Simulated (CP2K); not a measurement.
# CBr2ClF (dibromochlorofluoromethane) at AM1

What is the energy change on altering one bond length of CBr2ClF (dibromochlorofluoromethane) at AM1? 

Program for the calculation: CP2K 2026.2.

14 further runs of the same task are left out: 13 that didn't finish, 1 set aside as unsound or not needed.

### Step 1. The system as given

The species is CBr2ClF (5 atoms), meant as a singlet with charge 0. As SMILES, `FC(Cl)(Br)Br`. Geometry: relaxed at PBE0-D4/def2-TZVP.

Bond lengths: F1–C2 1.331 Å, C2–Cl3 1.752 Å, C2–Br4 1.936 Å, C2–Br5 1.936 Å. Angles: F1–C2–Cl3 108.8°, F1–C2–Br4 108.2°, F1–C2–Br5 108.2°, Cl3–C2–Br4 110.5°, Cl3–C2–Br5 110.5°, Br4–C2–Br5 110.3°.

### Step 2. The energy at AM1

The input, molecule.inp:

```
&GLOBAL
    PROJECT molecule
    RUN_TYPE ENERGY
    PRINT_LEVEL MEDIUM
&END GLOBAL
&FORCE_EVAL
    METHOD QS
    &DFT
        CHARGE 0
        MULTIPLICITY 1
        &QS
            METHOD AM1
            EPS_DEFAULT 1.0E-10
            &SE
                &COULOMB
                    CUTOFF [angstrom] 50
                    RC_RANGE [angstrom] 0
                &END COULOMB
                &EXCHANGE
                    CUTOFF [angstrom] 50
                    RC_RANGE [angstrom] 0
                &END EXCHANGE
            &END SE
        &END QS
        &POISSON
            PERIODIC NONE
            POISSON_SOLVER ANALYTIC
        &END POISSON
        &SCF
            SCF_GUESS ATOMIC
            EPS_SCF 1.0E-07
            MAX_SCF 100
            &DIAGONALIZATION
                ALGORITHM STANDARD
            &END DIAGONALIZATION
            &MIXING
                METHOD DIRECT_P_MIXING
                ALPHA 0.4
            &END MIXING
        &END SCF
        &PRINT
            &MOMENTS
                PERIODIC F
                REFERENCE COM
                MAX_MOMENT 1
            &END MOMENTS
            &MO ON
                ENERGIES T
                OCCUPATION_NUMBERS T
                NDIGITS 6
                &EACH
                    QS_SCF 0
                &END EACH
                ADD_LAST NUMERIC
            &END MO
            &HIRSHFELD OFF
            &END HIRSHFELD
        &END PRINT
    &END DFT
    &SUBSYS
        &CELL
            ABC [angstrom] 10.2 10.7 11
            PERIODIC NONE
        &END CELL
        &COORD
            SCALED T
            F    0.60601961   0.39104206   0.52577727
            C    0.49379412   0.45095794   0.50533182
            Cl   0.39398039   0.43744393   0.63432273
            Br   0.40981373   0.37530374   0.36567727
            Br   0.53364706   0.62469626   0.47282273
        &END COORD
    &END SUBSYS
&END FORCE_EVAL
```

The run is started by

```console
$ OMP_NUM_THREADS=1 cp2k.psmp -i molecule.inp > molecule.out 2>&1
```

The log of the run:

```text
CP2K| version string:                                       CP2K version 2026.2
[...]
 GLOBAL| Method name                                                        CP2K
[...]
 GLOBAL| Run type                                                         ENERGY
[...]
                             - Atoms:                                          5
[...]
                             - Spherical basis functions:                     20
[...]
 Number of electrons:                                                         32
[...]
     1 P_Mix/Diag. 0.40E+00    0.0     0.55204289       -58.6783701968 -5.87E+01
[...]
    23 DIIS/Diag.  0.37E-07    0.0     0.00000006       -62.2100393072 -4.97E-14
  *** SCF run converged in    23 steps ***
  Core-core repulsion energy [eV]:                           2245.85527930954322
  Core Hamiltonian energy [eV]:                             -2793.77350273416869
  Two-electron integral energy [eV]:                        -2289.80607178785885
  Electronic energy [eV]:                                   -3938.67653862809857
  Total energy [eV]:                                        -1692.82125931855489
  Atomic reference energy [eV]:                              1691.73910244379749
  Heat of formation [kcal/mol]:                               -24.95513234914941
[...]
 SE_DIPOLE| Moment [Debye]          0.29692027      -0.26245328       0.27667050
 SE_DIPOLE| Derivative [a.u.]       0.00000000       0.00000000       0.00000000
 ENERGY| Total FORCE_EVAL ( QS ) energy [hartree]            -62.210039307158844
[...]
```

Wall time 0.2 s (1 thread of Arm Neoverse V2, shared host).

### Step 3. The distorted shape at the same level

The input, molecule.inp:

```
&GLOBAL
  PROJECT molecule
  RUN_TYPE ENERGY
  PRINT_LEVEL MEDIUM
&END GLOBAL

&FORCE_EVAL
  METHOD Quickstep
  &DFT
    &QS
      METHOD AM1
      EPS_DEFAULT 1.0E-10
      &SE
        &COULOMB
          CUTOFF [angstrom] 50
          RC_RANGE [angstrom] 0
        &END COULOMB
        &EXCHANGE
          CUTOFF [angstrom] 50
          RC_RANGE [angstrom] 0
        &END EXCHANGE
      &END SE
    &END QS
    &POISSON
      PERIODIC NONE
      POISSON_SOLVER ANALYTIC
    &END POISSON
    &SCF
      SCF_GUESS ATOMIC
      EPS_SCF 1.0E-07
      MAX_SCF 40
      &OT
        MINIMIZER CG
        PRECONDITIONER FULL_SINGLE_INVERSE
      &END OT
      &OUTER_SCF
        EPS_SCF 1.0E-07
        MAX_SCF 10
      &END OUTER_SCF
    &END SCF
    &PRINT
      &MOMENTS
        PERIODIC F
        REFERENCE COM
        MAX_MOMENT 1
      &END MOMENTS
      &MO_CUBES
        NLUMO 3
        NHOMO -1
        WRITE_CUBE F
      &END MO_CUBES
      &HIRSHFELD OFF
      &END HIRSHFELD
    &END PRINT
  &END DFT
  &SUBSYS
    &CELL
      ABC 11 11.6 12.8
      PERIODIC NONE
    &END CELL
    &COORD
      SCALED T
      F    0.63769195   0.44136651   0.59416191
      C    0.53362832   0.49663375   0.57659160
      Cl   0.44107377   0.48416823   0.68744316
      Br   0.36230805   0.34310763   0.31255684
      Br   0.57058286   0.65689237   0.54865410
    &END COORD
  &END SUBSYS
&END FORCE_EVAL
```

The run is started by

```console
$ OMP_NUM_THREADS=1 cp2k.psmp -i molecule.inp -o molecule.out
```

The log of the run:

```text
CP2K| version string:                                       CP2K version 2026.2
[...]
 GLOBAL| Method name                                                        CP2K
[...]
 GLOBAL| Run type                                                         ENERGY
[...]
                             - Atoms:                                          5
[...]
                             - Spherical basis functions:                     20
[...]
 Number of electrons:                                                         32
[...]
     1 OT CG       0.80E-01    0.0     0.34708109       -58.8304815345 -5.88E+01
[...]
    36 OT CG       0.90E-01    0.0     0.00000007       -62.0243789814 -1.78E-13
  *** SCF run converged in    36 steps ***
  Core-core repulsion energy [eV]:                           1876.55361100557207
  Core Hamiltonian energy [eV]:                             -2791.33699075858885
  Two-electron integral energy [eV]:                        -1545.97161034969668
  Electronic energy [eV]:                                   -3564.32279593343719
  Total energy [eV]:                                        -1687.76918492786535
  Atomic reference energy [eV]:                              1691.73910244379749
  Heat of formation [kcal/mol]:                                91.54848001821814
[...]
 SE_DIPOLE| Moment [Debye]         -1.89303279      -2.23993922      -3.58129203
 SE_DIPOLE| Derivative [a.u.]       0.00000000       0.00000000       0.00000000
 *** WARNING in qs_scf_post_se.F:140 :: Printing of MO cube files not ***
 *** implemented for Semi-Empirical method.                           ***
 ENERGY| Total FORCE_EVAL ( QS ) energy [hartree]            -62.024378981417186
[...]
```

Wall time 0.96 s (1 thread of Arm Neoverse V2, shared host).

### Step 4. What came out

At AM1:

| quantity | value |
| --- | --- |
| first shape: total energy | -62.21004 Eh |
| first shape: dipole moment | 0.48 D |
| first shape: HOMO energy | -11.49 eV |
| first shape: heat of formation | -25.0 kcal/mol |
| distorted shape: total energy | -62.02438 Eh |
| distorted shape: dipole moment | 4.63 D |
| distorted shape: heat of formation | 91.5 kcal/mol |
| energy change with the C2–Br4 bond stretched from 1.936 to 4.260 Å | 5.052 eV |

**Reading.** One bond (distorted shape) is far stretched, which a spin-restricted single reference describes badly. With the C2–Br4 bond stretched from 1.936 to 4.260 Å the energy rises by 5.05 eV (117 kcal/mol). The first shape isn't relaxed at this level, so the change isn't measured from a minimum. A restricted reference can't describe the breaking bond well at this length.
